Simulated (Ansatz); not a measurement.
**CH₈AlN: a reaction path by the nudged elastic band**

What path joins these two structures, and how high does it climb? Both ends were relaxed at PBE0-D4 in triple zeta.

Program: Ansatz 0.2.0, Gaussian basis. Level of theory: PBE0-D4/def2-SVP. These are calculated values, not measurements.

22 further runs of the same task are left out: 22 set aside as unsound or not needed.

## (1) Starting geometry

The first end: 11 atoms, charge 0, spin multiplicity 1.

Atoms are counted from 1 here; the program's logs count them from 0.

Bond lengths: Al1–H2 1.605 Å, Al1–H3 1.605 Å, Al1–H4 1.605 Å, Al1–N6 2.047 Å, H5–N6 1.016 Å, N6–C7 1.471 Å, N6–H8 1.016 Å, C7–H9 1.092 Å, C7–H10 1.090 Å, C7–H11 1.090 Å. Angles: H2–Al1–H3 117.1°, H2–Al1–H4 117.5°, H2–Al1–N6 99.3°, H3–Al1–H4 117.5°, H3–Al1–N6 99.4°, H4–Al1–N6 99.7°, Al1–N6–H5 108.0°, Al1–N6–C7 113.6°, Al1–N6–H8 108.0°, H5–N6–C7 110.4°, H5–N6–H8 106.3°, C7–N6–H8 110.4°, N6–C7–H9 112.3°, N6–C7–H10 108.6°, N6–C7–H11 108.6°, H9–C7–H10 109.6°, H9–C7–H11 109.6°, H10–C7–H11 108.1°.

Coordinates:

```mol
CH8AlN
  3D, bonds by distance, orders not assigned

 11 10  0  0  0  0  0  0  0  0999 V2000
    0.1222   -1.3291    0.9061 Al  0  0
    1.2944   -1.8751   -0.0447 H   0  0
   -1.3810   -1.7398    0.5215 H   0  0
    0.4610   -1.1324    2.4623 H   0  0
    0.9955    1.0391    0.5424 H   0  0
    0.0959    0.6286    0.3103 N   0  0
   -0.1930    0.8051   -1.1211 C   0  0
   -0.5938    1.1179    0.8729 H   0  0
   -0.2012    1.8566   -1.4158 H   0  0
   -1.1627    0.3582   -1.3376 H   0  0
    0.5625    0.2710   -1.6965 H   0  0
  1  2  8  0
  1  3  8  0
  1  4  8  0
  1  6  8  0
  5  6  8  0
  6  7  8  0
  6  8  8  0
  7  9  8  0
  7 10  8  0
  7 11  8  0
M  END
```

The second end:

```
Al   -0.3137   -0.9869    0.9209
H     2.3916   -1.4854    0.6431
H    -0.4327   -2.2033   -0.0875
H    -0.1223   -1.1290    2.4870
H     2.3135   -0.7527    0.5058
N    -0.4908    0.6467    0.2635
C    -0.6834    1.0440   -1.1140
H    -0.4505    1.4412    0.8846
H     0.1379    1.6666   -1.4903
H    -1.6161    1.6015   -1.2619
H    -0.7336    0.1573   -1.7512
```

## (2) The band at PBE0-D4/def2-SVP

Contents of neb/in.yaml:

```yaml
crystal:
  periodic: [false, false, false]
  atoms:
    - {symbol: Al, position_ang: [0.122243, -1.329132, 0.906129]}
    - {symbol: H, position_ang: [1.294407, -1.875120, -0.044696]}
    - {symbol: H, position_ang: [-1.381034, -1.739828, 0.521487]}
    - {symbol: H, position_ang: [0.461039, -1.132419, 2.462279]}
    - {symbol: H, position_ang: [0.995545, 1.039053, 0.542433]}
    - {symbol: N, position_ang: [0.095937, 0.628646, 0.310318]}
    - {symbol: C, position_ang: [-0.192958, 0.805143, -1.121093]}
    - {symbol: H, position_ang: [-0.593833, 1.117902, 0.872857]}
    - {symbol: H, position_ang: [-0.201172, 1.856593, -1.415757]}
    - {symbol: H, position_ang: [-1.162706, 0.358158, -1.337599]}
    - {symbol: H, position_ang: [0.562532, 0.271003, -1.696458]}
basis:
  gaussian: {orbitals: def2-SVP}
hamiltonian: {xc: pbe0, dispersion: d4}
neb:
  images: 5
  climbing: true
  max_iterations: 40
  initial_path: idpp
  final_atoms:
    - {symbol: Al, position_ang: [-0.313654, -0.986915, 0.920948]}
    - {symbol: H, position_ang: [2.391591, -1.485366, 0.643072]}
    - {symbol: H, position_ang: [-0.432671, -2.203295, -0.087475]}
    - {symbol: H, position_ang: [-0.122323, -1.129035, 2.486961]}
    - {symbol: H, position_ang: [2.313518, -0.752742, 0.505780]}
    - {symbol: N, position_ang: [-0.490808, 0.646706, 0.263502]}
    - {symbol: C, position_ang: [-0.683369, 1.043980, -1.114039]}
    - {symbol: H, position_ang: [-0.450467, 1.441218, 0.884608]}
    - {symbol: H, position_ang: [0.137931, 1.666581, -1.490309]}
    - {symbol: H, position_ang: [-1.616142, 1.601530, -1.261913]}
    - {symbol: H, position_ang: [-0.733608, 0.157340, -1.751235]}
```

The run is started by

```bash
$ ansatz run in.yaml --threads 2 --pin off --events-out ev --progress --plain --max-ram 4352MiB
```

What does the calculation give? Wanted: from earlier runs: barrier over the separately found saddle, CCSD(T)/def2-TZVPP.

The runs gave:

| quantity | value |
| --- | --- |
| PBE0-D4/def2-SVP, 19 iterations | highest 133.8 kJ/mol (image 4), last end +72.8 kJ/mol |
| from earlier runs: barrier over the separately found saddle, CCSD(T)/def2-TZVPP | 146.8 kJ/mol |

In words: The highest image lies 133.8 kJ/mol above the first end, and it climbed, so it estimates the saddle. The ends are not quite minima at this level (largest force component 0.44 eV/Å), so the heights are unreliable: relaxing the first end would lower it and raise the barrier above it. The highest image is 13.1 kJ/mol below the CCSD(T) barrier in triple zeta, which comes from separate runs on the saddle.
